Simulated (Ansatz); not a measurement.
# C₂H₅AlO₂S: up Jacob's ladder to CCSD(T)

One table from this session's results is given with a row withheld; the runs are named, their logs left out.

Method: functionals in def2-TZVPP, the program's frozen cores in correlated methods; program: Ansatz 0.2.0, Gaussian basis.

The runs, in order: LDA (SPW92), PBE-D4, revPBE-D4, BLYP-D4, r2SCAN-D4, B97M-V, PBE0-D4, B3LYP-D4, r2SCANh-D4, r2SCAN0-D4, HSE06-D4, BHLYP-D4, CAM-B3LYP-D4, LC-ωPBE, ωB97X-V, ωB97M-V, B2PLYP, PBE-QIDH; CCSD(T)/def2-SVP; CCSD(T)/def2-TZVPP; MP2/def2-QZVPP; extrapolation to the limit; RPA on PBE.

### The relaxed structure

The geometry comes from an earlier relaxation with PBE0-D4 in a triple-zeta def2 set; it is a stationary point, not always the lowest conformer.

SMILES `[OH][Al]1[CH2]SC[O]1`, 11 atoms, charge 0, spin multiplicity 1.

Atoms are counted from 1 here; the program's logs count them from 0.

Bond lengths: O1–Al2 1.683 Å, O1–H7 0.955 Å, Al2–C3 1.941 Å, Al2–O6 1.715 Å, C3–S4 1.818 Å, C3–H8 1.092 Å, C3–H9 1.091 Å, S4–C5 1.845 Å, C5–O6 1.391 Å, C5–H10 1.094 Å, C5–H11 1.095 Å. Angles: Al2–O1–H7 125.2°, O1–Al2–C3 131.0°, O1–Al2–O6 124.5°, C3–Al2–O6 104.6°, Al2–C3–S4 96.4°, Al2–C3–H8 118.6°, Al2–C3–H9 112.7°, S4–C3–H8 112.4°, S4–C3–H9 107.2°, H8–C3–H9 108.7°, C3–S4–C5 99.0°, S4–C5–O6 112.8°, S4–C5–H10 104.4°, S4–C5–H11 108.8°, O6–C5–H10 111.2°, O6–C5–H11 110.4°, H10–C5–H11 108.9°, Al2–O6–C5 111.8°.

As a file:

```xyz
11
C2H5AlO2S
O     0.3038   -2.7117   -0.1146
Al    0.0792   -1.0447   -0.0606
C     0.3650    0.3219   -1.4085
S     0.7035    1.6817   -0.2511
C    -0.4373    1.1911    1.1139
O    -0.4785   -0.1848    1.3140
H     0.1901   -3.3063    0.6244
H    -0.4502    0.5552   -2.0965
H     1.2744    0.1581   -1.9880
H    -0.0461    1.7072    1.9954
H    -1.4387    1.5754    0.8920
```

Set-up of the first run:

Input file in.yaml:

```yaml
crystal:
  periodic: [false, false, false]
  atoms:
    - {symbol: O, position_ang: [0.303763, -2.711676, -0.114581]}
    - {symbol: Al, position_ang: [0.079211, -1.044667, -0.060586]}
    - {symbol: C, position_ang: [0.365006, 0.321928, -1.408527]}
    - {symbol: S, position_ang: [0.703505, 1.681719, -0.251060]}
    - {symbol: C, position_ang: [-0.437296, 1.191076, 1.113870]}
    - {symbol: O, position_ang: [-0.478456, -0.184751, 1.313981]}
    - {symbol: H, position_ang: [0.190136, -3.306295, 0.624387]}
    - {symbol: H, position_ang: [-0.450198, 0.555154, -2.096483]}
    - {symbol: H, position_ang: [1.274431, 0.158081, -1.987973]}
    - {symbol: H, position_ang: [-0.046052, 1.707197, 1.995375]}
    - {symbol: H, position_ang: [-1.438652, 1.575435, 0.891996]}
basis:
  gaussian: {orbitals: def2-TZVPP}
hamiltonian: {xc: lda}
output: {orbitals: {seedname: orbitals}}
```

Run with:

```console
$ ansatz run in.yaml --threads 4 --pin off --events-out ev --progress --plain --max-ram 10444MiB
```

Steps of the session up to this table: LDA; PBE-D4 (GGA); revPBE-D4 (GGA); BLYP-D4 (GGA); r2SCAN-D4 (meta-GGA); B97M-V (meta-GGA); B3LYP-D4 (hybrid); r2SCANh-D4 (hybrid); r2SCAN0-D4 (hybrid); HSE06-D4 (hybrid); BHLYP-D4 (hybrid); CAM-B3LYP-D4 (range-separated); LC-ωPBE (range-separated); ωB97X-V (range-separated); ωB97M-V (range-separated); B2PLYP (double hybrid); PBE-QIDH (double hybrid).

One of the session's tables, all rows but one given; the rest of the session is left out.

It belongs to the step «Orbital energies across the functionals». 

| functional | HOMO (eV) | gap (eV) |
| --- | --- | --- |
| LDA (SPW92) | -5.34 | 3.80 |
| PBE-D4 | -5.21 | 3.88 |
| revPBE-D4 | -5.15 | 3.94 |
| BLYP-D4 | -5.07 | 3.78 |
| r2SCAN-D4 | ? | ? |
| B97M-V | -5.51 | 4.32 |
| PBE0-D4 | -6.42 | 5.94 |
| B3LYP-D4 | -6.20 | 5.42 |
| r2SCANh-D4 | -5.88 | 5.25 |
| r2SCAN0-D4 | -6.56 | 6.34 |
| HSE06-D4 | -6.02 | 5.17 |
| BHLYP-D4 | -7.52 | 7.76 |
| CAM-B3LYP-D4 | -7.77 | 8.15 |
| LC-ωPBE | -9.14 | 10.81 |
| ωB97X-V | -8.78 | 10.21 |
| ωB97M-V | -8.63 | 9.72 |

**Question.** Estimate the row for r2SCAN-D4.

Worked estimate for «HOMO (eV)». Against the share of exact exchange, r2SCANh-D4 (0.1, -5.88), r2SCAN0-D4 (0.25, -6.56) give a slope of -4.53 per unit share; at 0 the line stands at -5.43.

As computed: HOMO (eV): -5.42; gap (eV): 4.52. In «HOMO (eV)» the line misses by -0.01.
